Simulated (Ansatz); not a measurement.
# HHf: the cost of one run

Program: Ansatz 0.2.0. Level of theory: the levels named in each step. These are calculated values, not measurements.

### Step 1. The system as given

Bond lengths: Hf1–H2 2.304 Å.

Structure file:

```xyz
2

Hf    0.0000    0.0000    0.0000
H     0.0000    0.0000    2.3037
```

### Step 2. A rough first relaxation, PBE-D4/def2-SVP

Input file input.yaml:

```yaml
crystal:
  periodic: [false, false, false]
  atoms:
    - { symbol: Hf, position_ang: [0.0, 0.0, 0.0] }
    - { symbol: H, position_ang: [0.0, 0.0, 2.30372] }
total_charge: 1
basis:
  gaussian: { orbitals: def2-SVP }
hamiltonian:
  xc: pbe
  dispersion: d4
relax:
  f_tol: 0.03
  max_steps: 200
```

On the command line:

```bash
ansatz run input.yaml --threads 2 --pin off --max-ram 5120MiB --backend cpu --events-out ev --progress --plain --runs-dir out
```

**Question.** How long does this run take on 2 threads of Arm Neoverse V2, shared host, and how much memory does it need?

About 5.6 s, with a peak of 0.088 GiB.
